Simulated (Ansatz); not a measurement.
# C2H8GeO2: one species, many methods

An exercise on one series of results from a longer session: the logs are not shown, and one member is left open.

Computed with Ansatz 0.2.0, Gaussian basis. Level: functionals in def2-TZVPP, the program's frozen cores in correlated methods.

Levels to be run: LDA (SPW92), PBE-D4, revPBE-D4, BLYP-D4, r2SCAN-D4, B97M-V, PBE0-D4, B3LYP-D4, r2SCANh-D4, r2SCAN0-D4, HSE06-D4, BHLYP-D4, CAM-B3LYP-D4, LC-ωPBE, ωB97X-V, ωB97M-V, B2PLYP, PBE-QIDH; CCSD(T)/def2-SVP; CCSD(T)/def2-TZVPP; MP2/def2-QZVPP; extrapolation to the limit; RPA on PBE.

### Structure used throughout

The geometry comes from an earlier relaxation with PBE0-D4 in a triple-zeta def2 set; it is a stationary point, not always the lowest conformer.

SMILES `C[O][GeH2][O]C`, 13 atoms, charge 0, spin multiplicity 1.

Atoms are counted from 1 here; the program's logs count them from 0.

Bond lengths: C1–O2 1.410 Å, C1–H6 1.096 Å, C1–H7 1.098 Å, C1–H8 1.092 Å, O2–Ge3 1.773 Å, Ge3–O4 1.773 Å, Ge3–H9 1.534 Å, Ge3–H10 1.534 Å, O4–C5 1.410 Å, C5–H11 1.096 Å, C5–H12 1.092 Å, C5–H13 1.098 Å. Angles: O2–C1–H6 112.0°, O2–C1–H7 112.0°, O2–C1–H8 108.0°, H6–C1–H7 108.2°, H6–C1–H8 108.4°, H7–C1–H8 108.1°, C1–O2–Ge3 118.6°, O2–Ge3–O4 109.4°, O2–Ge3–H9 104.3°, O2–Ge3–H10 110.8°, O4–Ge3–H9 110.8°, O4–Ge3–H10 104.3°, H9–Ge3–H10 117.1°, Ge3–O4–C5 118.6°, O4–C5–H11 112.0°, O4–C5–H12 108.0°, O4–C5–H13 112.0°, H11–C5–H12 108.4° and more.

Set-up of the first run:

The input, in.yaml:

```yaml
crystal:
  periodic: [false, false, false]
  atoms:
    - {symbol: C, position_ang: [-1.515376, -0.406660, 1.379417]}
    - {symbol: O, position_ang: [-1.040954, 0.745742, 0.720919]}
    - {symbol: Ge, position_ang: [0.708465, 0.947531, 0.518465]}
    - {symbol: O, position_ang: [1.337075, -0.357015, -0.503841]}
    - {symbol: C, position_ang: [0.889422, -0.444303, -1.837512]}
    - {symbol: H, position_ang: [-1.263633, -1.324119, 0.834527]}
    - {symbol: H, position_ang: [-1.115619, -0.492978, 2.398386]}
    - {symbol: H, position_ang: [-2.603184, -0.333433, 1.446440]}
    - {symbol: H, position_ang: [0.854977, 2.306049, -0.178897]}
    - {symbol: H, position_ang: [1.437171, 0.765187, 1.856025]}
    - {symbol: H, position_ang: [-0.188381, -0.636067, -1.897381]}
    - {symbol: H, position_ang: [1.413982, -1.274387, -2.316030]}
    - {symbol: H, position_ang: [1.106655, 0.469753, -2.405719]}
basis:
  gaussian: {orbitals: def2-TZVPP}
hamiltonian: {xc: lda}
output: {orbitals: {seedname: orbitals}}
```

Launch:

```sh
> ansatz run in.yaml --threads 4 --pin off --events-out ev --progress --plain --max-ram 11315MiB
```

Among the steps run: LDA; PBE-D4 (GGA); revPBE-D4 (GGA); BLYP-D4 (GGA); r2SCAN-D4 (meta-GGA); B97M-V (meta-GGA); B3LYP-D4 (hybrid); r2SCANh-D4 (hybrid); r2SCAN0-D4 (hybrid); HSE06-D4 (hybrid); BHLYP-D4 (hybrid); CAM-B3LYP-D4 (range-separated); LC-ωPBE (range-separated); ωB97X-V (range-separated); ωB97M-V (range-separated); B2PLYP (double hybrid); PBE-QIDH (double hybrid).

One of the session's tables, all rows but one given; the rest of the session is left out.

It belongs to the step «Frontier levels by functional». 

```
  functional  HOMO (eV)  LUMO (eV)  gap (eV)
 LDA (SPW92)      -6.47      -0.37      6.10
      PBE-D4      -6.33      -0.08      6.25
   revPBE-D4      -6.28       0.06      6.34
     BLYP-D4      -6.25       0.01      6.26
   r2SCAN-D4          ?          ?         ?
      B97M-V      -6.83       0.11      6.94
     PBE0-D4      -7.92       0.81      8.73
    B3LYP-D4      -7.67       0.55      8.23
  r2SCANh-D4      -7.26       0.61      7.86
  r2SCAN0-D4      -8.16       1.04      9.20
    HSE06-D4      -7.51       0.44      7.95
    BHLYP-D4      -9.47       1.66     11.12
CAM-B3LYP-D4      -9.37       1.79     11.16
     LC-ωPBE     -10.70       3.07     13.77
     ωB97X-V     -10.39       2.86     13.25
     ωB97M-V     -10.33       2.54     12.87
```

Q: Estimate the row for r2SCAN-D4 from the others.

Worked estimate for «HOMO (eV)». Against the share of exact exchange, r2SCANh-D4 (0.1, -7.26), r2SCAN0-D4 (0.25, -8.16) give a slope of -6.00 per unit share; at 0 the line stands at -6.66.

**Answer.** HOMO (eV): -6.67; LUMO (eV): 0.31; gap (eV): 6.97. In «HOMO (eV)» the line misses by +0.01.
